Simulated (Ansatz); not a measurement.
# HfCo3B2: forces, levels, charges and fields

Aim: for HfCo3B2, a distorted cell, find the forces and stress that the distortion brings, and the levels of the distorted cell. The atoms and the cell stay fixed.

Computed, not measured: Ansatz 0.2.0, DFT, r2SCAN, spin-orbit coupling, plane waves, PAW.

## Step 1: The system as given

Cell: a = 5.082 Å, b = 4.934 Å, c = 3.064 Å, α = 90.35°, β = 90.24°, γ = 58.07°. Nearest neighbours (Å): B1: 6 Co at 1.85 to 2.34, 1 Hf at 2.67; B2: 6 Co at 1.95 to 2.43, 1 Hf at 2.65; Co3: 4 B at 1.85 to 2.23; Co4: 4 B at 2.00 to 2.43, 2 Co at 2.13 to 2.42; Co5: 4 B at 1.95 to 2.34, 1 Co at 2.13; Hf6: 12 Co at 2.59 to 3.26, 6 B at 2.65 to 3.16, 2 Hf at 3.06.

The coordinates stand in the input below.

Its first density is an earlier solution for the same cell, read from a checkpoint. Its moments: no atom with a moment over 0.3 μB.

## Step 2: The calculation

input.yaml reads:

```yaml
crystal:
  lattice:
    - [2.505843, 4.421173, -0.010433]
    - [-2.356474, 4.334935, -0.015106]
    - [0.002931, -0.009249, 3.064005]
  atoms:
    - { symbol: B, position: [0.342073, 0.347491, 0.955992] }
    - { symbol: B, position: [0.678522, 0.642153, 0.991346] }
    - { symbol: Co, position: [0.53398, 0.455469, 0.542648] }
    - { symbol: Co, position: [0.400217, 0.056141, 0.447698] }
    - { symbol: Co, position: [0.989505, 0.513088, 0.534652] }
    - { symbol: Hf, position: [0.959952, 0.011294, 0.030512] }
kpoints:
  mp_grid: { grid: [4, 4, 6], shift: [0.0, 0.5, 0.5] }
magnetization:
  noncollinear: true
  spin_orbit: true
scf:
  occupations: { method: fermi_dirac, width: 0.0342 }
  lower_state_search: "off"
  max_iter: 200
hamiltonian:
  pseudopotentials: { kind: paw_fr }
  xc: r2scan
basis:
  ecutwfc: 500
  fft_grid_basis: typed
output:
  forces: true
  stress: true
  eigenvalues: true
  populations: true
  elf: true
  write_potential: true
  volumetric_format: npy
  dos:
    e_range: [-12, 8]
    de: 0.05
    projected: { site_lists: { B: [B], Co: [Co], Hf: [Hf] } }
    method: { smearing: { sigma: 0.1, scheme: gaussian } }
checkpoint:
  read: saved_state
```

Before running it: what results should come out? Wanted: largest force; pressure; character.

As calculated:

| quantity | value |
| --- | --- |
| largest force | 5.031 eV/Å on Co4 |
| pressure | -6.8 GPa |
| formation energy (elements from separate runs) | -0.18 eV/atom |
| character | metal |
| density of states, mean within 0.25 eV of the Fermi level | 2.4 per eV per cell |

The cell is metallic; within 0.25 eV of the Fermi level the density of states averages 2.4 per eV per cell, mostly Co d (65 %), Hf d (15 %) and B p (13 %). Forces reach 5.0 eV/Å, so the geometry is far from rest and the levels are not those of the relaxed cell. The pressure of -6.8 GPa says the cell is too large, and unequal principal stresses would change its shape. Set against separate runs on the elements (alpha-rhombohedral (B12), Co hcp, Hf hcp), it forms at -0.18 eV per atom, a bound cell by that test. Co4 feels the largest force, 5.03 eV/Å, so the positions are not relaxed. The geometry is far from any minimum; its shortest contact is 1.85 Å.

Caveats: started without moments under time reversal, so no moment could form; the k mesh is coarse for a cell without a gap.
